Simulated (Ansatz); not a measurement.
# Sm(OH)3 in a box, plane waves

Ansatz 0.2.0, DFT PBE, spin-orbit coupling, plane waves, PAW, molecule in a box. The geometry was relaxed with Gaussian bases (PBE0; Sm lcecp-1-SVP with ECP51, O def2-SVP, H def2-SVP).

```yaml
crystal:
  lattice:
    - [13.56, 0.0, 0.0]
    - [0.0, 14.26, 0.0]
    - [0.0, 0.0, 9.27]
  atoms:
    - { symbol: Sm, position: [0.44394469, 0.50017251, 0.48543689], spin: 5.0, spin_axis: [0.0, 0.0, 1.0] }
    - { symbol: O, position: [0.59810103, 0.50017111, 0.50149407] }
    - { symbol: H, position: [0.66811283, 0.50016971, 0.5140507] }
    - { symbol: O, position: [0.36686799, 0.62712272, 0.50149407] }
    - { symbol: H, position: [0.33186283, 0.6847791, 0.5140507] }
    - { symbol: O, position: [0.36686504, 0.3732237, 0.50149407] }
    - { symbol: H, position: [0.33185841, 0.31556802, 0.5140507] }
basis:
  ecutwfc: 420
  ecutrho_ratio: 4
kpoints:
  mp_grid: { grid: [1, 1, 1] }
hamiltonian:
  xc: pbe
scf:
  occupations: { method: gaussian, width: 0.01 }
output:
  forces: true
  eigenvalues: true
  populations: true
  hubbard: { sites: [{ species: Sm, l: f }] }
  write_density: true
  write_potential: true
  elf: true
  volumetric_format: npy
magnetization:
  noncollinear: true
  spin_orbit: true
```

Command:
```sh
ansatz run input.yaml --threads 2 --pin off --max-ram 5120MiB --backend cpu --events-out ev --progress --plain --runs-dir out
```
It took 2.8 min on 2 threads of Intel(R) Xeon(R) Processor @ 2.50GHz (Skylake/Cascade Lake) (shared host), peak memory 2.7 GiB.

How does the SCF go?


```
SCF iter   1: F=—  HF=-10011.919544 eV  |F-HF|=—  |Δ(HF+E_count)|=         —  Δρ=5.67e-2
preconditioner: auto → Resta (q_TF=auto, 1.429 Å⁻¹)  ε∞=1.3  [insulator: Δε(μ)=0.067 eV  Ē_g=7.735 eV  σ=0.010 eV  W_gap=1.00  n_s
spin=Noncollinear: Resta preconditioning applied to the charge; magnetization (m_x, m_y, m_z) channels mix plain (no charge-respon
SCF iter   2: F=—  HF=-10000.565945 eV  |F-HF|=—  |Δ(HF+E_count)|=    1.14e1  Δρ=2.46e-2
SCF iter   3: F=—  HF=-10003.754552 eV  |F-HF|=—  |Δ(HF+E_count)|=    3.19e0  Δρ=1.68e-2
...
SCF iter  16: F=—  HF=-10004.939788 eV  |F-HF|=—  |Δ(HF+E_count)|=   4.05e-7  Δρ=1.16e-4
SCF iter  17: F=—  HF=-10004.939772 eV  |F-HF|=—  |Δ(HF+E_count)|=   1.57e-5  Δρ=5.96e-5
SCF iter  18: F=—  HF=-10004.939811 eV  |F-HF|=—  |Δ(HF+E_count)|=   3.94e-5  Δρ=8.32e-6
SCF iter  19: F=—  HF=-10004.939811 eV  |F-HF|=—  |Δ(HF+E_count)|=   1.67e-8  Δρ=4.43e-6
SCF iter  20: F=-10004.939811 eV  HF=-10004.939811 eV  |F-HF|=2.87e-10  |Δ(HF+E_count)|=   4.45e-8  Δρ=7.47e-7
```

Which levels lie next to the highest filled one (eV, counted from it)?

Filled: -1.74, -1.73, -1.69, -1.66, -1.65, -0.67, -0.65, -0.46, -0.31, 0.00. Empty: 0.21, 0.44, 2.68, 2.82, 2.92, 3.11, 3.37, 3.42.

How is the f shell of Sm1 filled?

Natural occupations, full = 1; spinor: 0.01, 0.01, 0.02, 0.02, 0.03, 0.03, 0.06, 0.09, 0.19, 0.99, 0.99, 0.99, 0.99, 0.99; in all 5.44 e. Spin moment (0.00, 0.00, 5.02) μB, orbital moment (0.00, 0.00, -1.06) μB.

What forces are left at this geometry, relaxed with Gaussian bases (eV/Å)?


```
Sm   0.01  0.00  0.02
O   -0.38  0.00 -0.08
H    0.46  0.00  0.07
O    0.18 -0.32 -0.08
H   -0.23  0.40  0.07
O    0.18  0.32 -0.08
H   -0.23 -0.40  0.07
```

The open shells may stand above their lowest state.

The forces come from the other functional as well as from the basis.

An lcecp potential fixes the number of 4f electrons, so in runs with it no electron can move into or out of that shell.
